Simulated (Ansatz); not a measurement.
**SiH₃F with TiCl₄: structure and interaction energy**

How do SiH₃F and TiCl₄ sit together, how strongly do they interact, and which methods get it right?

Computed with Ansatz 0.2.0, Gaussian basis. Level: PBE0-D4 structure, single points in def2-TZVPPD.

Levels: PBE-D4, revPBE-D4, BLYP-D4, r2SCAN-D4, B97M-V, PBE0-D4, B3LYP-D4, HSE06-D4, wB97X-V, wB97M-V, B2PLYP, Hartree-Fock, MP2, CCSD, CCSD(T). The reference is CCSD(T) extrapolated to the basis limit. For elements past Ar these valence bases correlate outer-core shells poorly and lack relativity, so that limit is rough.

Correlated methods freeze the cores. B3LYP uses VWN-RPA correlation. B2PLYP carries no dispersion term here.

34 further runs of the same task are left out: 34 set aside as unsound or not needed.

**1. The starting structure**

The pair, from a GFN2-xTB docking trial: 10 atoms, charge 0, spin multiplicity 1.

Atoms are counted from 1 here; the program's logs count them from 0.

Bond lengths: Si1–F2 1.670 Å, Si1–H3 1.458 Å, Si1–H4 1.458 Å, Si1–H5 1.456 Å, F2–Ti7 2.274 Å, Cl6–Ti7 2.135 Å, Ti7–Cl8 2.143 Å, Ti7–Cl9 2.150 Å, Ti7–Cl10 2.135 Å. Angles: F2–Si1–H3 105.7°, F2–Si1–H4 99.5°, F2–Si1–H5 101.4°, H3–Si1–H4 114.9°, H3–Si1–H5 116.9°, H4–Si1–H5 115.2°, Si1–F2–Ti7 130.2°, F2–Ti7–Cl6 178.0°, F2–Ti7–Cl8 80.9°, F2–Ti7–Cl9 80.4°, F2–Ti7–Cl10 82.3°, Cl6–Ti7–Cl8 98.5°, Cl6–Ti7–Cl9 98.3°, Cl6–Ti7–Cl10 99.6°, Cl8–Ti7–Cl9 117.1°, Cl8–Ti7–Cl10 118.6°, Cl9–Ti7–Cl10 117.4°.

Geometry (Å):

```
Si   -0.0535   -0.0177   -1.9580
F    -0.7675    0.3020   -0.4821
H     1.3826   -0.0294   -1.7071
H    -0.5344    1.1336   -2.7126
H    -0.6709   -1.2890   -2.3079
Cl    0.8505   -0.2690    3.5784
Ti    0.0332    0.0181    1.6271
Cl    1.1375    1.7699    1.0765
Cl    0.6531   -1.8467    0.7546
Cl   -2.0306    0.2280    2.1310
```

Atoms 1 to 5 are fragment A (SiH₃F), the rest fragment B (TiCl₄).

**2. A first relaxation in a small basis**

The input, pre/in.yaml:

```yaml
crystal:
  periodic: [false, false, false]
  atoms:
    - {symbol: Si, position_ang: [-0.053500, -0.017700, -1.958000]}
    - {symbol: F, position_ang: [-0.767500, 0.302000, -0.482100]}
    - {symbol: H, position_ang: [1.382600, -0.029400, -1.707100]}
    - {symbol: H, position_ang: [-0.534400, 1.133600, -2.712600]}
    - {symbol: H, position_ang: [-0.670900, -1.289000, -2.307900]}
    - {symbol: Cl, position_ang: [0.850500, -0.269000, 3.578400]}
    - {symbol: Ti, position_ang: [0.033200, 0.018100, 1.627100]}
    - {symbol: Cl, position_ang: [1.137500, 1.769900, 1.076500]}
    - {symbol: Cl, position_ang: [0.653100, -1.846700, 0.754600]}
    - {symbol: Cl, position_ang: [-2.030600, 0.228000, 2.131000]}
basis:
  gaussian: {orbitals: def2-SVP}
hamiltonian: {xc: pbe, dispersion: d4}
relax: {f_tol: 0.03, max_steps: 250}
```

The command line of these runs was not kept.

After this run come: Relaxation at PBE0-D4; CCSD(T)/def2-TZVPPD; MP2/def2-QZVPPD; Vibrations of the pair.

Q: Predict the outcome of this session. Wanted: interaction energy, CCSD(T)/CBS; of it Hartree-Fock; D4 term of PBE0-D4; shortest contact; lowest wavenumber.

**Answer**, as computed:

```
                        quantity          value
 interaction energy, CCSD(T)/CBS       -124 meV
of it Hartree-Fock (basis limit)        +34 meV
              D4 term of PBE0-D4       -108 meV
                shortest contact  F2–Ti7 3.26 Å
               lowest wavenumber        26 cm⁻¹
```

In words: The pair is bound by 124 meV at fixed fragment shapes. Hartree-Fock doesn't bind it at this geometry, so correlation, mostly dispersion, holds it together. The functionals run from B97M-V, off by -8 meV, to B2PLYP, off by +93 meV, against CCSD(T)/CBS. By rung, the mean size of the error is: GGA 13, meta-GGA 9, hybrid 21, screened hybrid 9, range-separated hybrid 13, double hybrid 93 meV. PBE-D4 gives an interaction energy 10 meV too low, an error of 8 % of the reference. CCSD(T) moves by -26 meV from triple zeta to the limit; gaps between functionals far smaller than that don't rank them. A lower arrangement may exist.
